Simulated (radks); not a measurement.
# Valence configurations of Cd²⁺

The task here is to estimate one member of a computed series from the others.

Method: scalar-relativistic Kohn-Sham, BLYP, spin-unpolarised, spherical densities, point nucleus. Code: radks (a radial shooting solver on a logarithmic mesh, Libxc functionals) version 1.

### Starting point

| Item | Value |
| --- | --- |
| element | cadmium (Z = 48) |
| charge | +2 |
| electrons | 46 |
| configuration | [Kr] 4d10 |
| others tried | 4d9 5p1; 4d9.5 5s0.5; 4d7 5p3; 4d6 5s1 5p3; 4d9.5 5p0.5; 4d9 5s1; 4d8.5 5s1 5p0.5; 4d8 5s2; 4d8 5p2 |

The outer shells:

Cd²⁺
```
[Kr] core
4d [↑↓][↑↓][↑↓][↑↓][↑↓]
```

The first run:

The run's settings:

```text
Z 48
configuration [Kr] 4d10
relativity scalar-relativistic
functional b88,lyp
spin unpolarised
nucleus point
c 137.035999084
```

Steps of the session up to this table: [Kr] 4d10.

One of the session's tables, all rows but one given; the rest of the session is left out.

It belongs to the step «[Kr] 4d10». Radial moments (bohr):

| level | <r> | outermost maximum (interpolated) | 90 % within | nodes |
| --- | --- | --- | --- | --- |
| 2s | 0.1317 | 0.111 | 0.203 | 1 |
| 2p | 0.1148 | 0.0890 | 0.187 | 0 |
| 3s | 0.3584 | 0.324 | 0.528 | 2 |
| 3p | 0.3572 | 0.317 | 0.537 | 1 |
| 3d | 0.3348 | 0.266 | 0.529 | 0 |
| 4s | 0.8788 | 0.795 | 1.28 | 3 |
| 4p | ? | ? | ? | ? |
| 4d | 1.256 | 0.979 | 1.99 | 1 |

**Question.** Estimate the row for 4p.

As computed: <r>: 0.9595; outermost maximum (interpolated): 0.845; 90 % within: 1.42; nodes: 2. In the column «<r>» it lies between 4s (0.8788) and 4d (1.256).
